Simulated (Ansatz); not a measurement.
Working through a single point in a Gaussian basis of C5H10Si, SMILES C=CC1C[SiH2]C1

With Ansatz 0.2.0, Python API.

Interactive session:
```pycon
>>> import ansatz
>>> config = {
...     "basis_set": "6-31G*",
...     "xc": "pbe0",
... }
>>> mol = (
...     ansatz.Crystal.molecule()
...     .atom("C", [2.4777, 0.7614, -0.1256])
...     .atom("C", [1.5873, -0.2202, 0.0592])
...     .atom("C", [0.1731, 0.1083, 0.3948])
...     .atom("C", [-0.673, 0.6185, -0.8305])
...     .atom("Si", [-2.1944, -0.1655, -0.0209])
...     .atom("C", [-0.7277, -1.1552, 0.6571])
...     .atom("H", [2.2035, 1.8086, -0.0424])
...     .atom("H", [3.5108, 0.5326, -0.3684])
...     .atom("H", [1.8888, -1.2602, -0.0289])
...     .atom("H", [0.1469, 0.8088, 1.2475])
...     .atom("H", [-0.4292, 0.1586, -1.7937])
...     .atom("H", [-0.7143, 1.7045, -0.9457])
...     .atom("H", [-3.0869, -0.9139, -0.9419])
...     .atom("H", [-2.8487, 0.7021, 0.9918])
...     .atom("H", [-0.812, -1.4552, 1.7045])
...     .atom("H", [-0.5019, -2.033, 0.0431])
... )
>>> base = (
...     mol.calculation()
...     .basis(gaussian=config["basis_set"])
...     .functional(config["xc"])
...     .accuracy("high")
... )
>>> out = base.run(threads=1)

>>> r = out.report
>>> sorted(key for key in r if key.endswith("_ev"))
['free_energy_ev', 'reference_energy_ev']
>>> r["mean_field"]["state"]["spin_squared"]
-6.039613253960852e-14
>>> r["reference_energy_ev"]
-13213.804877536568
>>> for key in ("converged", "free_energy_ev", "reference_energy_ev", "n_frozen", "n_occupied", "n_virtual"):
...     print(f"{key:22s} {r[key]}")
...
converged              True
free_energy_ev         -13213.804877536568
reference_energy_ev    -13213.804877536568
n_frozen               0
n_occupied             [27, 27]
n_virtual              [87, 87]
>>> field = r["mean_field"]
>>> print("<S^2> =", round(abs(field["state"]["spin_squared"]), 4), " all-electron relativity setting:", field["relativity"])
<S^2> = 0.0  all-electron relativity setting: none
>>> print("passes:", field["passes"])
passes: {'evaluations': 20, 'products': 12}
>>> if "symmetry" in field:
...     print("occupied orbitals by irrep:", field["symmetry"]["occupied"])
...
occupied orbitals by irrep: [{'A': 27}, {'A': 27}]
```

Reading the output:
- The settings weren't tested for convergence.
- The geometry is a force-field or estimated start, not a minimum of this method, and the basis set is short of its limit.
- It ran for 21 s on 1 thread of Arm Neoverse V1, with other jobs on the host, peak memory 0.56 GiB.

(Lines on the test bed's own set-up are left out of the output.)
